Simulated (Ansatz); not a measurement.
# NbTc: the cost of one run

All numbers are computed with Ansatz 0.2.0, driven from Python. Level of theory: DFT PBEsol, all-electron LAPW.

### Step 1. Starting point

The structure is orthorhombic, space group Cmmm (No. 65). The conventional cell has a = 3.187 Å, b = 4.597 Å, c = 4.414 Å, α = 90.00°, β = 90.00°, γ = 90.00°. Nb (site symmetry mmm) has 4 Tc at 2.72 Å and 4 Nb at 2.80 Å as nearest neighbours. Tc (site symmetry mmm) has 4 Nb at 2.72 Å and 4 Tc at 2.80 Å as nearest neighbours.

No structure file is read: the coordinates are typed or built in the script.

### Step 2. The script

eos_lapw_nbtc.py reads:

```python
# -*- coding: utf-8 -*-
"""All-electron equation of state of NbTc."""

import warnings

import ansatz as az
from ase.eos import EquationOfState
from ase.units import GPa
import numpy as np

VECTORS = np.array([
    [1.593333, -2.298391, 0.0],
    [1.593333, 2.298391, 0.0],
    [0.0, 0.0, 4.414473],
])
SITES = [
    ("Nb", [0.0, 0.0, 0.0]),
    ("Tc", [0.5, 0.5, 0.5]),
]


def crystal_on(cell):
    crystal = az.Crystal(lattice=az.Lattice.of(cell))
    for symbol, position in SITES:
        crystal = crystal.atom(symbol, position)
    return crystal

warnings.simplefilter("ignore", az.DeckWarning)

volumes, energies = [], []
for scale in np.linspace(0.94, 1.06, 7):
    cell = VECTORS * scale ** (1 / 3)
    calc = crystal_on(cell).calculation()
    calc = calc.functional(az.Functional.PBESOL).occupations(az.OccupationsMethod.FERMI_DIRAC, width=0.15)
    calc = calc.kpoints(9, 9, 5)
    calc = calc.pseudopotentials("all_electron", lapw=True)
    summary = calc.run(threads=1, pin="off").report
    volumes.append(abs(np.linalg.det(cell)) / len(SITES))
    energies.append(summary["free_energy_ev"] / len(SITES))
    print(f"{scale:.3f} {volumes[-1]:9.4f} A^3/atom {energies[-1]:16.5f} eV/atom  (estimated basis error {1000 * summary['lapw_basis_errors']['total_ev_per_atom']:.2f} meV/atom)")
v0, e0, bulk = EquationOfState(volumes, energies, eos="birchmurnaghan").fit()
print(f"V0 = {v0:.4f} A^3/atom, B0 = {bulk / GPa:.1f} GPa")
```

### Step 3. The calls as engine input

The package turns the script's settings into the engine's input (first run):

```yaml
crystal:
  lattice:
    - [1.560806873358092, -2.2514718959968683, 0.0]
    - [1.560806873358092, 2.2514718959968683, 0.0]
    - [0.0, 0.0, 4.324356428099911]
  atoms:
    - { symbol: Nb, position: [0.0, 0.0, 0.0] }
    - { symbol: Tc, position: [0.5, 0.5, 0.5] }
kpoints:
  mp_grid:
    grid: [9, 9, 5]
hamiltonian:
  xc: pbesol
  pseudopotentials:
    kind: all_electron
    lapw: {}
scf:
  occupations:
    method: fermi_dirac
    width: 0.15
```

### Step 4. Launch

Launch:

```
> python eos_lapw_nbtc.py
```

What time and memory should one allow on 1 thread of Arm Neoverse V2, shared host?

About 3.3 min, with a peak of 0.57 GiB.
